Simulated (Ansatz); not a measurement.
This script for the Ansatz DFT code, driven from Python starts 2 runs on C2H2Se, SMILES C1=C[Se]1. What input does the engine get in each?

`cas.py`:
```python
import warnings

import ansatz as az

warnings.simplefilter("ignore", az.DeckWarning)

geometry_ang = [
    ("C", (-0.5101, -0.433, -0.2931)),
    ("C", (0.4485, 0.5218, 0.2123)),
    ("Se", (0.6914, -1.2023, 0.6651)),
    ("H", (-1.3922, -0.499, -0.8892)),
    ("H", (0.8123, 1.5388, 0.2636)),
]
system = az.Crystal.molecule()
for symbol, xyz in geometry_ang:
    system = system.atom(symbol, xyz)

calculation = (
    system.calculation()
    .basis(gaussian="def2-SVP")
    .correlation(active_electrons=4, active_orbitals=5)
)
for method in [None, "sc_nevpt2"]:
    summary = (calculation if method is None else calculation.correlation(method)).run(threads=1).report
    space = summary["configurations"]
    state = space["states"][0]
    print(method or "casscf", f"total {summary['free_energy_ev'] / 27.211386246:.6f} Ha, active-space state {state['energy']['hartree']:.6f} Ha, mean field {summary['reference_energy_ev'] / 27.211386246:.6f} Ha")
    print("  determinants", state["n_determinants"], " natural occupations", [round(n, 3) for n in space["natural_occupations"]])
print("effectively unpaired electrons, sum of min(n, 2 - n):", round(sum(min(n, 2 - n) for n in space["natural_occupations"]), 3))
```

Run 1:
```yaml
crystal:
  periodic: [false, false, false]
  atoms:
    - { symbol: C, position_ang: [-0.5101, -0.433, -0.2931] }
    - { symbol: C, position_ang: [0.4485, 0.5218, 0.2123] }
    - { symbol: Se, position_ang: [0.6914, -1.2023, 0.6651] }
    - { symbol: H, position_ang: [-1.3922, -0.499, -0.8892] }
    - { symbol: H, position_ang: [0.8123, 1.5388, 0.2636] }
basis:
  gaussian:
    orbitals: def2-SVP
correlation:
  active_space:
    window:
      electrons: 4
      orbitals: 5
```

Run 2, against run 1:
```diff
+  method: sc_nevpt2
```

`python cas.py` gives:
```text
casscf total -2476.280386 Ha, active-space state -2476.280386 Ha, mean field -2476.204739 Ha
  determinants 100  natural occupations [1.968, 1.874, 0.125, 0.028, 0.004]
RunWarning: the results are in doubt because another end's mean lies 0.202 eV lower, and its corrected mean 0.122 eV higher
sc_nevpt2 total -2476.707260 Ha, active-space state -2476.272953 Ha, mean field -2476.204739 Ha
  determinants 100  natural occupations [1.964, 1.84, 0.157, 0.035, 0.004]
effectively unpaired electrons, sum of min(n, 2 - n): 0.392
```
(Warnings from the package without file and line.)

Notes:
- Total energies depend on the basis set; only differences at equal settings carry meaning.
- The geometry is a force-field or estimated start, not a minimum of this method, and the basis set is short of its limit. The active space starts as a window about the frontier orbitals and is then optimised, not chosen by chemistry.
- A lower CASSCF solution was found and passed over, so the printed active-space state isn't the lowest.
- The script silences the warnings on its input, which a real study should read.
- Finished in 15 s on 1 thread of Arm Neoverse V2 (shared host), peak memory 0.22 GiB.

(Lines on the test bed's own set-up are left out of the output.)
